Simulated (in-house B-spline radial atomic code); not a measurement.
# Ru: a test of the number of damped steps

Aim: see how the result and the number of iterations for Ru depend on the number of damped steps.

Method: Dirac-Coulomb PBE, spherical fractional occupations, Fermi nucleus, basis-set limit. Code: in-house B-spline radial atomic code version 1.

## (1) Starting point

| Property | Result |
| --- | --- |
| element | ruthenium (Z = 44) |
| charge | 0 |
| electrons | 44 |
| configuration | [Kr] 4d7 5s1 |
| Hamiltonian | Dirac-Coulomb |
| nucleus | Fermi, rms radius 4.481 fm |

Outer shells as boxes (Hund's rule):

[Kr] 4d7 5s1
```
[Kr] core
4d [↑↓][↑↓][↑ ][↑ ][↑ ]
5s [↑ ]
```

The boxes only draw the filling; these runs are spin-restricted and spherical.

A run counts as converged when the orbital gradient is under the tolerance times 44 hartree (or under the basis's noise floor) and the energy moved by less than 1e-8 hartree times the root of its size. Energy differences under 1e-05 hartree are noise.

The run's settings:

```ini
Z = 44
electrons = 44.0
configuration = [Kr] 4d7 5s1
hamiltonian = dirac
method = pbe,pbe
spin_polarised = False
nucleus = fermi
rms_radius = 4.4809
mass_number = 102
atomic_mass = 101.904340312
speed_of_light = 137.035999084
knot_spacing = 0.22
spline_order = 8
gauss_points = 12
box_radius = 50
max_iterations = 70
damping = 0.5
damped_steps = 3
diis_vectors = 10
tolerance = 1e-08
start = Thomas-Fermi
```

The reference is known from an earlier run: -4531.464806 hartree in all. Up to eight levels, counted from the top:

```
orbital  occupation  energy (eV)  <r> (bohr)
  3d3/2           4      -275.49      0.3821
  3d5/2           6      -271.16      0.3856
  4s1/2           2      -76.328       1.019
  4p1/2           2      -48.714       1.108
  4p3/2           4      -45.335       1.139
  4d3/2         2.8       -5.398       1.685
  4d5/2         4.2       -5.077       1.714
  5s1/2           1       -4.240       3.390
```

## (2) Number of damped steps 0

The settings differ from step 1 so:

```diff
@@ -17,3 +17,3 @@
 damping = 0.5
-damped_steps = 3
+damped_steps = 0
 diis_vectors = 10
```

On the command line:

```bash
$ python run_scf.py task.json out
```

The settings of every run stand in task.json; they run in order.

From the run's result record (rounded, not every field):

```text
{
  "status": "converged",
  "scf [iteration, energy, orbital gradient]": [
    [1, -4524.3365056, 0.486],
    [2, -4526.00957022, 0.336],
    [3, -4531.33510072, 0.0583],
    [4, -4530.98452611, 0.0745],
    [5, -4531.45863288, 0.011],
    [6, -4531.46409152, 0.00244],
    [7, -4531.46480563, 9.77e-05],
    [8, -4531.46480603, 1.83e-05],
    [9, -4531.46480607, 3.74e-07]
  ],
  "energy [hartree]": {"total": -4531.46480607, "kinetic": 4715.35874559, "nuclear": -10962.1590068, "coulomb": 1848.98235761, "xc": -133.646902436},
  "orbitals [hartree, bohr; first row names the columns]": [
    ["name", "occ", "eps", "<r>"],
    ["1s1/2", 2.0, -805.7393, 0.033436],
    ["2s1/2", 2.0, -115.82326, 0.14532],
    ["2p1/2", 2.0, -107.02255, 0.12361],
    ["2p3/2", 4.0, -102.2112, 0.12839],
    ["3s1/2", 2.0, -20.39769, 0.40244],
    ["3p1/2", 2.0, -16.983253, 0.39564],
    ["3p3/2", 4.0, -16.166927, 0.4063],
    ["3d3/2", 4.0, -10.124105, 0.38211],
    ["3d5/2", 6.0, -9.9650672, 0.38558],
    ["4s1/2", 2.0, -2.8049906, 1.019],
    ["4p1/2", 2.0, -1.7902065, 1.1075],
    ["4p3/2", 4.0, -1.6660412, 1.1387],
    ["4d3/2", 2.8, -0.19838387, 1.6853],
    ["4d5/2", 4.2, -0.18656215, 1.714],
    ["5s1/2", 1.0, -0.15581436, 3.3896]
  ],
  "sum_r [bohr^k]": {"-1": 249.1416, "1": 32.29656, "2": 53.40517},
  "energy_minus_base [hartree]": 5.00222086e-11
}
```

Run time: 1.4 s. Hardware: 1 thread, shared host.

energy_minus_base is the energy less that of the reference run.

## (3) Number of damped steps 1

The settings differ from step 2 so:

```diff
@@ -17,3 +17,3 @@
 damping = 0.5
-damped_steps = 0
+damped_steps = 1
 diis_vectors = 10
```

Results of the run:

```text
{
  "status": "converged",
  "scf [iteration, energy, orbital gradient]": [
    [1, -4524.3365056, 0.486],
    [2, -4526.00957022, 0.336],
    [3, -4509.24551412, 0.485],
    [4, -4530.95621603, 0.0663],
    [5, -4530.63986568, 0.105],
    [6, -4531.4604534, 0.00952],
    [7, -4531.46426258, 0.00238],
    [8, -4531.46480591, 3.52e-05],
    [9, -4531.46480605, 1.17e-05],
    [10, -4531.46480607, 4.47e-07],
    [11, -4531.46480607, 7.79e-08]
  ],
  "energy [hartree]": {"total": -4531.46480607, "kinetic": 4715.35880945, "nuclear": -10962.1591582, "coulomb": 1848.98244866, "xc": -133.646905961},
  "orbitals [hartree, bohr; first row names the columns]": [
    ["name", "occ", "eps", "<r>"],
    ["1s1/2", 2.0, -805.7393, 0.033436],
    ["2s1/2", 2.0, -115.82326, 0.14532],
    ["2p1/2", 2.0, -107.02255, 0.12361],
    ["2p3/2", 4.0, -102.21119, 0.12839],
    ["3s1/2", 2.0, -20.397687, 0.40244],
    ["3p1/2", 2.0, -16.983251, 0.39564],
    ["3p3/2", 4.0, -16.166924, 0.4063],
    ["3d3/2", 4.0, -10.124102, 0.38211],
    ["3d5/2", 6.0, -9.9650648, 0.38558],
    ["4s1/2", 2.0, -2.8049893, 1.019],
    ["4p1/2", 2.0, -1.7902053, 1.1075],
    ["4p3/2", 4.0, -1.6660401, 1.1387],
    ["4d3/2", 2.8, -0.19838308, 1.6853],
    ["4d5/2", 4.2, -0.18656138, 1.714],
    ["5s1/2", 1.0, -0.15581415, 3.3896]
  ],
  "sum_r [bohr^k]": {"-1": 249.1416, "1": 32.29656, "2": 53.40515},
  "energy_minus_base [hartree]": 4.18367563e-11
}
```

It took 1.6 s on 1 thread, shared host.

## (4) Number of damped steps 8

The settings differ from step 3 so:

```diff
@@ -17,3 +17,3 @@
 damping = 0.5
-damped_steps = 1
+damped_steps = 8
 diis_vectors = 10
```

Results of the run:

```text
{
  "status": "converged",
  "scf [iteration, energy, orbital gradient]": [
    [1, -4524.3365056, 0.486],
    [2, -4526.00957022, 0.336],
    [3, -4531.26501889, 0.0368],
    [4, -4531.43948229, 0.0255],
    [5, -4531.46073943, 0.00778],
    [6, -4531.46414653, 0.00396],
    [7, -4531.46469637, 0.00118],
    [8, -4531.46478703, 0.000559],
    [9, -4531.46480259, 0.000143],
    [10, -4531.46480573, 6.27e-05],
    [11, -4531.46480576, 7.47e-05],
    [12, -4531.46480606, 5.96e-06],
    [13, -4531.46480607, 1.46e-06],
    [14, -4531.46480607, 5.92e-07],
    [15, -4531.46480607, 2.06e-08]
  ],
  "energy [hartree]": {"total": -4531.46480607, "kinetic": 4715.3588211, "nuclear": -10962.1591994, "coulomb": 1848.98247921, "xc": -133.646907015},
  "orbitals [hartree, bohr; first row names the columns]": [
    ["name", "occ", "eps", "<r>"],
    ["1s1/2", 2.0, -805.7393, 0.033436],
    ["2s1/2", 2.0, -115.82326, 0.14532],
    ["2p1/2", 2.0, -107.02255, 0.12361],
    ["2p3/2", 4.0, -102.21119, 0.12839],
    ["3s1/2", 2.0, -20.397687, 0.40244],
    ["3p1/2", 2.0, -16.98325, 0.39564],
    ["3p3/2", 4.0, -16.166924, 0.4063],
    ["3d3/2", 4.0, -10.124101, 0.38211],
    ["3d5/2", 6.0, -9.965064, 0.38558],
    ["4s1/2", 2.0, -2.8049888, 1.019],
    ["4p1/2", 2.0, -1.7902048, 1.1075],
    ["4p3/2", 4.0, -1.6660395, 1.1387],
    ["4d3/2", 2.8, -0.19838271, 1.6853],
    ["4d5/2", 4.2, -0.18656101, 1.714],
    ["5s1/2", 1.0, -0.15581402, 3.3896]
  ],
  "sum_r [bohr^k]": {"-1": 249.1416, "1": 32.29655, "2": 53.40513},
  "energy_minus_base [hartree]": 4.2746251e-11
}
```

Wall time 1.9 s (1 thread, shared host).

## (5) Number of damped steps 30

The settings differ from step 4 so:

```diff
@@ -17,3 +17,3 @@
 damping = 0.5
-damped_steps = 8
+damped_steps = 30
 diis_vectors = 10
```

Results of the run:

```text
{
  "status": "converged",
  "scf [iteration, energy, orbital gradient]": [
    [1, -4524.3365056, 0.486],
    [2, -4526.00957022, 0.336],
    [3, -4531.26501889, 0.0368],
    [4, -4531.43948229, 0.0255],
    [5, -4531.46073943, 0.00778],
    [6, -4531.46414653, 0.00396],
    [7, -4531.46469637, 0.00118],
    [8, -4531.46478703, 0.000559],
    [9, -4531.46480259, 0.000143],
    [10, -4531.46480539, 6.97e-05],
    [11, -4531.46480593, 3.35e-05],
    [12, -4531.46480604, 1.6e-05],
    [13, -4531.46480606, 8.99e-06],
    [14, -4531.46480606, 4.17e-06],
    [15, -4531.46480607, 2.4e-06],
    [16, -4531.46480607, 1.12e-06],
    [17, -4531.46480607, 5.98e-07],
    [18, -4531.46480607, 3.09e-07]
  ],
  "energy [hartree]": {"total": -4531.46480607, "kinetic": 4715.35883081, "nuclear": -10962.1592222, "coulomb": 1848.98249243, "xc": -133.646907126},
  "orbitals [hartree, bohr; first row names the columns]": [
    ["name", "occ", "eps", "<r>"],
    ["1s1/2", 2.0, -805.7393, 0.033436],
    ["2s1/2", 2.0, -115.82326, 0.14532],
    ["2p1/2", 2.0, -107.02255, 0.12361],
    ["2p3/2", 4.0, -102.21119, 0.12839],
    ["3s1/2", 2.0, -20.397686, 0.40244],
    ["3p1/2", 2.0, -16.983249, 0.39564],
    ["3p3/2", 4.0, -16.166923, 0.4063],
    ["3d3/2", 4.0, -10.124101, 0.38211],
    ["3d5/2", 6.0, -9.9650637, 0.38558],
    ["4s1/2", 2.0, -2.8049885, 1.019],
    ["4p1/2", 2.0, -1.7902046, 1.1075],
    ["4p3/2", 4.0, -1.6660393, 1.1387],
    ["4d3/2", 2.8, -0.19838245, 1.6853],
    ["4d5/2", 4.2, -0.18656075, 1.714],
    ["5s1/2", 1.0, -0.15581376, 3.3896]
  ],
  "sum_r [bohr^k]": {"-1": 249.1416, "1": 32.29654, "2": 53.40503},
  "energy_minus_base [hartree]": 5.00222086e-11
}
```

Run time: 2.3 s. Hardware: 1 thread, shared host.

## (6) Results

| run | outcome | iterations | energy less the reference (hartree) |
| --- | --- | --- | --- |
| reference | converged | 10 | 0 |
| number of damped steps 0 | converged | 9 | below noise |
| number of damped steps 1 | converged | 11 | below noise |
| number of damped steps 8 | converged | 15 | below noise |
| number of damped steps 30 | converged | 18 | below noise |

**Reading.** Of 4 changed inputs, 4 gave the reference energy within 1e-05 hartree. Among the runs that reach the reference energy the iterations number 9 to 18, against 10: this setting changes the number of steps, not the answer. No value tried here spoils the result.
